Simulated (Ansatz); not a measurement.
I need a ladder of methods at one geometry of C₂H₈AsN, SMILES CN(C)[AsH2]. Use Ansatz's Python interface. Use (for the species named): PBE0, def2-SVP basis, multiplicity 1. The script varies functional: pbe0, cam_b3lyp, lda, pbe, hse06, b3lyp.

```xyz
12

C    -0.4395    1.3028   -0.3426
N     0.3464    0.1544   -0.5217
C     0.8453   -0.2749    0.7640
As   -0.6490   -1.2218   -1.2993
H    -0.8660    1.6719   -1.3616
H     0.1107    2.1977    0.0692
H    -1.3267    1.1425    0.3173
H     0.0983   -0.4868    1.4889
H     1.5138   -1.1627    0.6902
H     1.5265    0.5193    1.2328
H     0.3577   -2.3330   -1.0623
H    -1.4406   -1.5645    0.0591
```

The script, `run_methods.py`:
```python
'''One geometry of C2H8AsN, method by method.'''

from pathlib import Path

import ansatz as az
import numpy as np

geometry_ang = [
    ('C', [-0.4395, 1.3028, -0.3426]),
    ('N', [0.3464, 0.1544, -0.5217]),
    ('C', [0.8453, -0.2749, 0.764]),
    ('As', [-0.649, -1.2218, -1.2993]),
    ('H', [-0.866, 1.6719, -1.3616]),
    ('H', [0.1107, 2.1977, 0.0692]),
    ('H', [-1.3267, 1.1425, 0.3173]),
    ('H', [0.0983, -0.4868, 1.4889]),
    ('H', [1.5138, -1.1627, 0.6902]),
    ('H', [1.5265, 0.5193, 1.2328]),
    ('H', [0.3577, -2.333, -1.0623]),
    ('H', [-1.4406, -1.5645, 0.0591]),
]
geometry = az.Crystal.molecule()
for symbol, xyz in geometry_ang:
    geometry = geometry.atom(symbol, xyz)

setup = geometry.calculation().basis(gaussian='def2-SVP')

print('functional    E (Ha)        dipole (D)   HOMO (eV)  LUMO (eV)')
for name in ['pbe0', 'cam_b3lyp', 'lda', 'pbe', 'hse06', 'b3lyp']:
    data = setup.functional(name).forces().orbitals().run(runs_dir='runs').report
    lines = Path(data['orbitals_path']).read_text().splitlines()
    field_of = lambda key: [line.split('=')[1].strip() for line in lines if line.startswith(key)]
    orbitals = [(27.211386 * float(e), s, float(n)) for e, s, n in zip(field_of('Ene='), field_of('Spin='), field_of('Occup='))]
    homo = max(e for e, _, n in orbitals if n > 0.5)
    lumo = min(e for e, _, n in orbitals if n < 0.5)
    dipole = 4.803205 * np.linalg.norm(data['charge_distribution']['dipole_moment_e_ang'])
    print(f'{name:10s} {data["free_energy_ev"] / 27.211386246:14.6f} {dipole:9.3f} {homo:11.3f} {lumo:10.3f}')
```

```console
$ python run_methods.py
functional    E (Ha)        dipole (D)   HOMO (eV)  LUMO (eV)
pbe0         -2370.801612     0.901      -6.665      0.193
cam_b3lyp    -2371.279066     0.819      -7.988      1.313
lda          -2366.721384     0.883      -5.340     -0.915
pbe          -2370.714772     0.793      -5.282     -0.696
hse06        -2370.795415     0.902      -6.264     -0.190
b3lyp        -2371.280741     0.758      -6.408     -0.010
```

Reading the output:
- Total energies depend on the basis set; only differences at equal settings carry meaning.
- The geometry is a force-field or estimated start, not a minimum of this method, and the basis set is short of its limit. A lower total doesn't mark the better method: functionals have no common bound, and MP2 and coupled cluster aren't variational.
- b3lyp holds the VWN-RPA fit, as in Gaussian; the form of ORCA and Turbomole is b3lyp5.
- Levels such as HOMO and LUMO are orbital energies: with these approximate functionals they aren't the ionisation energy and electron affinity, and their gap isn't the fundamental gap.
- hse06 follows the composition of plane-wave codes, whose totals differ by tens of mHa, up to about 0.1 Ha, from the form usual in Gaussian-basis programs (wpbeh).
- Run time: 19 s on 1 thread of Intel(R) Xeon(R) 6975P-C (Granite Rapids), with other jobs on the host, peak memory 0.37 GiB.

(Lines on the test bed's own set-up are left out of the output.)
